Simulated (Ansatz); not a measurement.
# CH4FNOSi: the cost of one run

All numbers below are computed with Ansatz 0.2.0 (RKS B3LYP-D4/def2-SVP).

## (1) Starting point

Bond lengths: F1–C2 1.307 Å, C2–N3 1.448 Å, N3–Si4 1.598 Å, C2–O5 1.466 Å, Si4–O5 1.665 Å, C2–H6 1.110 Å, N3–H7 1.045 Å, Si4–H8 1.461 Å, Si4–H9 1.556 Å. Angles (14 of 16 angles, heavy atoms first): F1–C2–N3 110.9°, F1–C2–O5 115.1°, N3–C2–O5 90.9°, C2–N3–Si4 91.6°, N3–Si4–O5 79.1°, C2–O5–Si4 88.4°, F1–C2–H6 112.1°, N3–C2–H6 115.1°, O5–C2–H6 111.2°, C2–N3–H7 111.0°, Si4–N3–H7 106.5°, N3–Si4–H8 112.8°, N3–Si4–H9 111.7°, O5–Si4–H8 112.6°.

Coordinates:

```xyz
9

F    -0.5605    1.7835    0.6023
C     0.0907    1.0499   -0.2611
N     0.8213   -0.0075    0.4063
Si   -0.4038   -1.0206    0.2392
O    -0.7234    0.0657   -0.9813
H     0.6906    1.6651   -0.9632
H     1.5917   -0.3706   -0.1988
H     0.0078   -2.3282   -0.2654
H    -1.4258   -0.8836    1.4049
```

## (2) End point A

Input file input.yaml:

```yaml
crystal:
  periodic: [false, false, false]
  atoms:
    - { symbol: F, position_ang: [-0.5605, 1.7835, 0.6023] }
    - { symbol: C, position_ang: [0.0907, 1.0499, -0.2611] }
    - { symbol: "N", position_ang: [0.8213, -0.0075, 0.4063] }
    - { symbol: Si, position_ang: [-0.4038, -1.0206, 0.2392] }
    - { symbol: O, position_ang: [-0.7234, 0.0657, -0.9813] }
    - { symbol: H, position_ang: [0.6906, 1.6651, -0.9632] }
    - { symbol: H, position_ang: [1.5917, -0.3706, -0.1988] }
    - { symbol: H, position_ang: [0.0078, -2.3282, -0.2654] }
    - { symbol: H, position_ang: [-1.4258, -0.8836, 1.4049] }
basis:
  gaussian: { orbitals: def2-SVP }
hamiltonian:
  xc: b3lyp
  dispersion: d4
relax:
  f_tol: 0.02
  max_steps: 50
```

Started as:

```sh
$ ansatz run input.yaml --threads 2 --pin off --max-ram 3072MiB --backend cpu --events-out ev --progress --plain --runs-dir out
```

Q: Estimate wall time and peak memory on 2 threads of Intel Xeon Platinum 8488C (Sapphire Rapids), shared host.

About 61 s, with a peak of 0.19 GiB.
